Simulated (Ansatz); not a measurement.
# CH₄ClNOSi: one species, many methods

The task here is to estimate one member of a computed series from the others.

The runs use Ansatz 0.2.0, Gaussian basis; functionals in def2-TZVPP, the program's frozen cores in correlated methods.

Levels to be run: PBE-D4, r2SCAN-D4, PBE0-D4, B3LYP-D4, ωB97X-V, ωB97M-V, B2PLYP; CCSD(T)/def2-TZVPP; MP2/def2-QZVPP; extrapolation to the limit.

## The geometry

The geometry comes from an earlier relaxation with PBE0-D4 in a triple-zeta def2 set; it is a stationary point, not always the lowest conformer.

SMILES `Cl[SiH]1NCO1`, 9 atoms, charge 0, spin multiplicity 1.

Atoms are counted from 1 here; the program's logs count them from 0.

Bond lengths: Cl1–Si2 2.047 Å, Si2–N3 1.710 Å, Si2–O5 1.657 Å, Si2–H6 1.473 Å, N3–C4 1.466 Å, N3–H7 1.005 Å, C4–O5 1.439 Å, C4–H8 1.094 Å, C4–H9 1.096 Å. Angles: Cl1–Si2–N3 117.4°, Cl1–Si2–O5 115.5°, Cl1–Si2–H6 105.0°, N3–Si2–O5 82.1°, N3–Si2–H6 120.1°, O5–Si2–H6 116.1°, Si2–N3–C4 87.6°, Si2–N3–H7 131.6°, C4–N3–H7 119.6°, N3–C4–O5 99.2°, N3–C4–H8 113.1°, N3–C4–H9 113.9°, O5–C4–H8 109.2°, O5–C4–H9 110.7°, H8–C4–H9 110.2°, Si2–O5–C4 90.5°.

As a file:

```xyz
9
charge 0, multiplicity 1
Cl   -0.31048    1.01958   -2.51474
Si   -0.00912    0.99052   -0.48978
N     0.92912   -0.28916    0.14861
C    -0.30505   -0.81731    0.73791
O    -1.20076    0.25668    0.39829
H     0.30043    2.38488   -0.13029
H     1.58125   -0.91940   -0.28462
H    -0.25362   -0.91337    1.82651
H    -0.64328   -1.75882    0.29099
```

The first run:

in.yaml

```yaml
crystal:
  periodic: [false, false, false]
  atoms:
    - {symbol: Cl, position_ang: [-0.310480, 1.019582, -2.514736]}
    - {symbol: Si, position_ang: [-0.009117, 0.990519, -0.489779]}
    - {symbol: N, position_ang: [0.929125, -0.289161, 0.148611]}
    - {symbol: C, position_ang: [-0.305047, -0.817309, 0.737910]}
    - {symbol: O, position_ang: [-1.200758, 0.256681, 0.398292]}
    - {symbol: H, position_ang: [0.300429, 2.384879, -0.130289]}
    - {symbol: H, position_ang: [1.581248, -0.919399, -0.284616]}
    - {symbol: H, position_ang: [-0.253618, -0.913368, 1.826512]}
    - {symbol: H, position_ang: [-0.643280, -1.758823, 0.290994]}
basis:
  gaussian: {orbitals: def2-TZVPP}
hamiltonian: {xc: pbe, dispersion: d4}
output: {forces: true, orbitals: {seedname: orbitals}}
```

Launch:

```bash
ansatz run in.yaml --threads 4 --pin off --events-out ev --progress --plain --max-ram 10444MiB
```

Among the steps run: PBE-D4 (GGA); r2SCAN-D4 (meta-GGA); PBE0-D4 (hybrid); B3LYP-D4 (hybrid); ωB97X-V (range-separated); ωB97M-V (range-separated); B2PLYP (double hybrid); CCSD(T) in def2-TZVPP; MP2 in def2-QZVPP.

One table of the session follows, with a row left open; its other results are not shown here.

```
            method  atomisation energy (kJ/mol)
            PBE-D4                       3469.1
         r2SCAN-D4                       3393.6
           PBE0-D4                       3392.6
          B3LYP-D4                       3374.6
           ωB97X-V                       3414.5
           ωB97M-V                       3412.5
            B2PLYP                       3344.3
     HF/def2-TZVPP                       2347.1
    MP2/def2-TZVPP                       3372.6
   CCSD/def2-TZVPP                       3217.9
CCSD(T)/def2-TZVPP                       3280.1
           MP2/CBS                            ?
       CCSD(T)/CBS                       3394.3
```

Estimate the missing values for MP2/CBS.

**Answer.** atomisation energy (kJ/mol): 3486.8. In the column «atomisation energy (kJ/mol)» it is the highest.
